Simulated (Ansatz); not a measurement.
## SrPb, space group Cmcm: Fermi-surface readings, step by step

Program: the Ansatz DFT code, driven from Python.

Run as a notebook:

In [1]:
```python
import ansatz as az
```

In [2]:
```python
SETTINGS = {
    "kmesh": (5, 5, 5),
    "occupations": "fermi_dirac",
}
```

In [3]:
```python
lattice = az.Lattice.of(
    (2.509, -6.115, 0.0),
    (2.509, 6.115, 0.0),
    (0.0, 0.0, 4.648),
)
sites = [
    ("Sr", (0.868, 0.132, 0.25)),
    ("Sr", (0.132, 0.868, 0.75)),
    ("Pb", (0.578, 0.422, 0.25)),
    ("Pb", (0.422, 0.578, 0.75)),
]
structure = az.Crystal(lattice=lattice)
for symbol, position in sites:
    structure = structure.atom(symbol, position)

[site.symbol for site in structure.resolved().sites]
```
Out [3]:
```text
['Sr', 'Sr', 'Pb', 'Pb']
```

In [4]:
```python
job = structure.calculation()
job = job.kpoints(*SETTINGS["kmesh"])
job = job.basis(35 * az.Ry).occupations(SETTINGS["occupations"])
job = job.functional(az.Functional.PBESOL)
job = job.pseudopotentials("paw")
job = job.eigenstates(nscf_kmesh=(8, 8, 8), level_slopes=True)
surface = job.run().fermi_surface().to_plain()
for way, reading in surface.items():
    if reading:
        rho_lambda = [f"{v:.3e}" for v in reading["resistivity_times_mean_free_path_ohm_m2"]]
        print(f"{way:24s} area {reading['spin_summed_area_per_ang2']:8.3f} 1/A^2  rho*lambda (ohm m^2) {rho_lambda}")
```
```text
by_tetrahedra            area    8.936 1/A^2  rho*lambda (ohm m^2) ['3.953e-15', '5.543e-15', '2.255e-15']
by_slopes                area    8.000 1/A^2  rho*lambda (ohm m^2) ['3.514e-15', '6.682e-15', '2.850e-15']
on_every_second_point    area    4.241 1/A^2  rho*lambda (ohm m^2) ['6.199e-15', '8.422e-15', '7.346e-15']
```

What to keep in mind:
- For a metal this k-point mesh is coarse: on a finer one energies can move by several to tens of meV an atom and pressures by half a GPa or more, differences at one mesh by less.
- Spin-orbit coupling, which matters for elements this heavy, is left out.
- The starting cell is as deposited in a crystallographic database; the results hold for this polymorph, which needn't be the stable one.
- The three readings differ by the mesh error.
- Finished in 36 s on 1 thread of Arm Neoverse V2, on a shared host, peak memory 0.57 GiB.
